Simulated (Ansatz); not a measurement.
# HfB3: what a guessed cell relaxes into

Aim: relax a trial structure of HfB3 and see where it ends.

Method: DFT PBE, scalar-relativistic, plane waves, PAW, in Ansatz 0.2.0.

### Step 1. The system as given

Symmetry: Pm-3m, No. 221, cubic system. The conventional cell has a = 3.506 Å, b = 3.506 Å, c = 3.506 Å, α = 90.00°, β = 90.00°, γ = 90.00°. Hf (site symmetry m-3m) is surrounded by 12 B at 2.48 Å. B (site symmetry 4/mmm) has 4 Hf at 2.48 Å and 8 B at 2.48 Å as nearest neighbours.

Structure file:

```
Hf B
1.0
     3.50595    0.00000    0.00000
     0.00000    3.50595    0.00000
     0.00000    0.00000    3.50595
Hf B
1 3
Direct
  0.00000 0.00000 0.00000
  0.00000 0.50000 0.50000
  0.50000 0.00000 0.50000
  0.50000 0.50000 0.00000
```

The cell is invented: species swapped into a database cell of TiPd3 (Pm-3m, No. 221), with Hf on the Ti sites and B on the Pd sites. Its size is a rough estimate.

### Step 2. Probe: one point on a coarse mesh

The input, input.yaml:

```yaml
crystal:
  lattice:
    - [3.50595055, 0.0, 0.0]
    - [0.0, 3.50595055, 0.0]
    - [0.0, 0.0, 3.50595055]
  atoms:
    - { symbol: Hf, position: [0.0, 0.0, 0.0] }
    - { symbol: B, position: [0.0, 0.5, 0.5] }
    - { symbol: B, position: [0.5, 0.0, 0.5] }
    - { symbol: B, position: [0.5, 0.5, 0.0] }
basis:
  ecutwfc: 420
kpoints:
  mp_grid: { grid: [6, 6, 6] }
hamiltonian:
  xc: pbe
scf:
  occupations: { method: gaussian, width: 0.1 }
  lower_state_search: "off"
output:
  forces: true
  stress: true
  eigenvalues: true
```

Command:

```sh
$ ansatz run input.yaml --threads 1 --pin off --max-ram 2560MiB --backend cpu --events-out ev --progress --plain --runs-dir out
```

Further runs follow: coarse relaxation; full relaxation.

Q: Predict the outcome of this session. Wanted: conventional cell; volume; energy over the elements; gap on the mesh.

The runs gave:

| quantity | value |
| --- | --- |
| symmetry at the end (tolerance 0.05 Å) | space group Pm-3m (No. 221) |
| conventional cell | a = 3.392 Å, b = 3.392 Å, c = 3.392 Å, α = 90.00°, β = 90.00°, γ = 90.00° |
| volume | 9.76 Å³/atom |
| energy over the elements | +0.46 eV/atom |
| gap on the mesh | none (metal) |

**Reading.** The space group Pm-3m (No. 221) is kept, and the volume per atom shrinks by 9.4 % from the first guess. The formation energy is positive, so the separate elements lie lower. No finished test with a distortion of lower symmetry is shown, so the end may be a saddle point. Spin-orbit coupling is left out for Hf.
